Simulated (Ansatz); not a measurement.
# Bis(tert-butylamino)silane (BTBAS) (C₈H₂₂N₂Si): how energies converge with the basis set

An exercise on one series of results from a longer session: the logs are not shown, and one member is left open.

Program: Ansatz 0.2.0, Gaussian basis. Level of theory: one geometry, several basis sets. These are calculated values, not measurements.

Levels to be run: PBE0-D4/def2-SVP; ωB97M-V/def2-SVP; PBE0-D4/def2-QZVPP; ωB97M-V/def2-QZVPP; the functionals' def2-TZVPP values are taken from earlier runs.

**The geometry**

All runs share one geometry, relaxed beforehand with PBE0-D4 in a triple-zeta def2 set.

SMILES `CC(C)(C)N[SiH2]NC(C)(C)C`, 33 atoms, charge 0, spin multiplicity 1.

Atoms are counted from 1 here; the program's logs count them from 0.

Bond lengths: C1–C2 1.530 Å, C1–H12 1.094 Å, C1–H13 1.093 Å, C1–H14 1.093 Å, C2–C3 1.524 Å, C2–C4 1.525 Å, C2–N5 1.462 Å, C3–H15 1.092 Å, C3–H16 1.092 Å, C3–H17 1.092 Å, C4–H18 1.093 Å, C4–H19 1.092 Å, C4–H20 1.095 Å, N5–Si6 1.721 Å, N5–H21 1.012 Å, Si6–N7 1.720 Å, Si6–H22 1.493 Å, Si6–H23 1.492 Å and more. Angles: C2–C1–H12 111.4°, C2–C1–H13 110.6°, C2–C1–H14 110.6°, H12–C1–H13 108.1°, H12–C1–H14 108.2°, H13–C1–H14 107.9°, C1–C2–C3 109.6°, C1–C2–C4 109.4°, C1–C2–N5 111.1°, C3–C2–C4 109.1°, C3–C2–N5 110.0°, C4–C2–N5 107.7°, C2–C3–H15 110.6°, C2–C3–H16 110.0°, C2–C3–H17 111.7°, H15–C3–H16 108.6°, H15–C3–H17 108.1°, H16–C3–H17 107.8° and more.

The first run:

File in.yaml:

```yaml
crystal:
  periodic: [false, false, false]
  atoms:
    - {symbol: C, position_ang: [-3.004428, -1.402006, -1.335885]}
    - {symbol: C, position_ang: [-2.676505, -0.029231, -0.744870]}
    - {symbol: C, position_ang: [-3.296630, 0.090876, 0.641566]}
    - {symbol: C, position_ang: [-3.249916, 1.060887, -1.644252]}
    - {symbol: N, position_ang: [-1.230891, 0.176684, -0.664697]}
    - {symbol: Si, position_ang: [-0.082336, -0.521840, 0.409309]}
    - {symbol: N, position_ang: [1.327942, 0.426436, 0.141518]}
    - {symbol: C, position_ang: [2.699734, 0.207031, 0.597137]}
    - {symbol: C, position_ang: [3.102750, -1.241914, 0.354923]}
    - {symbol: C, position_ang: [3.610934, 1.121722, -0.214986]}
    - {symbol: C, position_ang: [2.842386, 0.536408, 2.084575]}
    - {symbol: H, position_ang: [-4.084323, -1.552368, -1.421286]}
    - {symbol: H, position_ang: [-2.567074, -1.505362, -2.332644]}
    - {symbol: H, position_ang: [-2.597990, -2.198402, -0.707187]}
    - {symbol: H, position_ang: [-3.037884, 1.049335, 1.096524]}
    - {symbol: H, position_ang: [-4.384411, 0.020555, 0.571458]}
    - {symbol: H, position_ang: [-2.952750, -0.703431, 1.307077]}
    - {symbol: H, position_ang: [-4.332122, 0.953601, -1.748845]}
    - {symbol: H, position_ang: [-3.034654, 2.048210, -1.230192]}
    - {symbol: H, position_ang: [-2.810911, 1.006775, -2.645459]}
    - {symbol: H, position_ang: [-0.837856, 0.352821, -1.580564]}
    - {symbol: H, position_ang: [-0.660227, -0.478734, 1.784876]}
    - {symbol: H, position_ang: [0.274047, -1.949672, 0.160744]}
    - {symbol: H, position_ang: [1.116948, 1.414782, 0.086396]}
    - {symbol: H, position_ang: [2.509753, -1.931627, 0.959210]}
    - {symbol: H, position_ang: [2.966657, -1.509110, -0.695133]}
    - {symbol: H, position_ang: [4.153049, -1.385933, 0.617928]}
    - {symbol: H, position_ang: [3.531118, 0.890742, -1.279313]}
    - {symbol: H, position_ang: [4.653747, 1.008427, 0.090765]}
    - {symbol: H, position_ang: [3.333142, 2.170606, -0.071301]}
    - {symbol: H, position_ang: [2.191935, -0.105189, 2.684414]}
    - {symbol: H, position_ang: [3.871314, 0.396221, 2.427661]}
    - {symbol: H, position_ang: [2.559148, 1.574898, 2.276735]}
basis:
  gaussian: {orbitals: def2-SVP}
hamiltonian: {xc: pbe0, dispersion: d4}
output: {orbitals: {seedname: orbitals}}
```

Run with:

```bash
ansatz run in.yaml --threads 11 --pin off --events-out ev --progress --plain --max-ram 110592MiB --backend cpu
```

Among the steps run: PBE0-D4 in def2-SVP; ωB97M-V in def2-SVP; PBE0-D4 in def2-QZVPP; ωB97M-V in def2-QZVPP.

One table of the session follows, with a row left open; its other results are not shown here.

```
functional       basis  HOMO (eV)  LUMO (eV)
   PBE0-D4    def2-SVP      -6.48       1.20
   PBE0-D4  def2-TZVPP      -6.62       0.76
   PBE0-D4  def2-QZVPP      -6.65       0.47
   ωB97M-V    def2-SVP      -8.81       2.90
   ωB97M-V  def2-TZVPP          ?          ?
   ωB97M-V  def2-QZVPP      -8.99       1.56
```

Q: Estimate the row for ωB97M-V, def2-TZVPP from the others.

**Answer.** HOMO (eV): -8.97; LUMO (eV): 2.26. In the column «HOMO (eV)» it lies between ωB97M-V, def2-QZVPP (-8.99) and ωB97M-V, def2-SVP (-8.81).
